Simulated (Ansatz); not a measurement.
BeI, a geometry optimisation

Program: Ansatz's Python interface.

Contents of `bei.xyz`:
```text
2

Be    0.00000    0.00000    0.00000
I     0.00000    0.00000    2.27000
```

Run as a notebook:

```python
import ansatz
import numpy as np
```

```python
bei = ansatz.Crystal.molecule_from_extxyz('bei.xyz')

calculation = (
    bei.calculation()
    .basis(gaussian='def2-SVP')
    .functional('hf')
    .spin('collinear', total=1)
)
symbols = [site.symbol for site in bei.cartesian_sites]
start = np.array([site.position_ang for site in bei.cartesian_sites], dtype=float)
def progress(event):
    if event['event'] == 'relax_step':
        row = event['data']
        print(f'step {row["step"]:3d}  E = {row["lagrangian_ev"]:.6f} eV  max force {row["allowed_force_max_ev_ang"]:.4f} eV/A')
```

```python
data = calculation.relax(force_tolerance=0.005, max_steps=100).session().plan().execute(on_event=progress).report
end = np.array(data['positions_ang'])
```

    step   1  E = -8470.579768 eV  max force 0.4365 eV/A
    step   2  E = -8470.585751 eV  max force 0.2896 eV/A
    step   3  E = -8470.589282 eV  max force 0.0158 eV/A
    step   4  E = -8470.589293 eV  max force 0.0041 eV/A

```python
for key in ('converged', 'free_energy_ev', 'reference_energy_ev', 'n_frozen', 'n_occupied', 'n_virtual'):
    print(f'{key:22s} {data[key]}')
```

    converged              True
    free_energy_ev         -8470.589292854742
    reference_energy_ev    -8470.589292854742
    n_frozen               0
    n_occupied             [15, 14]
    n_virtual              [20, 21]

```python
print('bond        before    after (A)')
for i, j in [(0, 1)]:
    d0, d1 = (np.linalg.norm(xyz[i] - xyz[j]) for xyz in (start, end))
    print(f'{symbols[i]}{i}-{symbols[j]}{j}'.ljust(10), f'{d0:8.4f} {d1:8.4f}')
with open('bei_opt.xyz', 'w') as handle:
    handle.write(f'{len(symbols)}\nrelaxed BeI\n')
    handle.writelines(f'{s:2s} {x:11.6f} {y:11.6f} {z:11.6f}\n' for s, (x, y, z) in zip(symbols, end))
```

    bond        before    after (A)
    Be0-I1       2.2700   2.2279

It writes `bei_opt.xyz`:
```text
2
relaxed BeI
Be    0.000000    0.000000    0.021065
I    -0.000000   -0.000000    2.248935
```

What to keep in mind:
- Total energies depend on the basis set; only differences at equal settings carry meaning.
- The end point is the stationary point reached from this start; no frequency run checks that it is a minimum, and the basis set is modest.
- def2 sets replace the cores of elements past krypton by effective core potentials.
- The species is open-shell (spin multiplicity 2).
- The spin state was assumed, and another may lie lower.
- Wall time of the script: 3 s on 1 thread of Arm Neoverse V2, on a shared host, peak memory 0.16 GiB.

(Lines on the test bed's own set-up are left out of the output.)
